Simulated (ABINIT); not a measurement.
Crystal: Sn3Se.

```
Sn Se
1.0
     0.00000    3.73314    3.73314
     3.73314    0.00000    3.73314
     3.73314    3.73314    0.00000
Sn Se
3 1
Direct
  0.50000 0.50000 0.50000
  0.75000 0.75000 0.75000
  0.25000 0.25000 0.25000
  0.00000 0.00000 0.00000
```

The cell comes from a database or a generator and needn't be the stable form of this composition.

Base run:

```yaml
Program: ABINIT 10.8.3 (patched build)
Functional: PBEsol
Potentials_or_basis: PseudoDojo NC SR PBEsol v0.4.1 standard
Cutoff: 1170 eV
k_mesh: 6 × 6 × 6
Occupations: fermi-dirac, width 0.05 eV
Spin: no spin polarisation
```

Its results: band gap on the k mesh none (metal or under the smearing width); pressure -3.1 GPa.

**Question.** The run is repeated on the same cell with these changes: functional from PBEsol to PBE; potentials or basis from PseudoDojo NC SR PBEsol v0.4.1 standard to JTH PAW PBE v2.0; cutoff from 1170 eV to 599 eV; valence electrons from 58 to 48. What comes out?

**Answer.** Band gap on the k mesh none (metal or under the smearing width); pressure -0.2 GPa.

Caveats: spin-orbit coupling is left out, which moves the levels of the heavy elements.
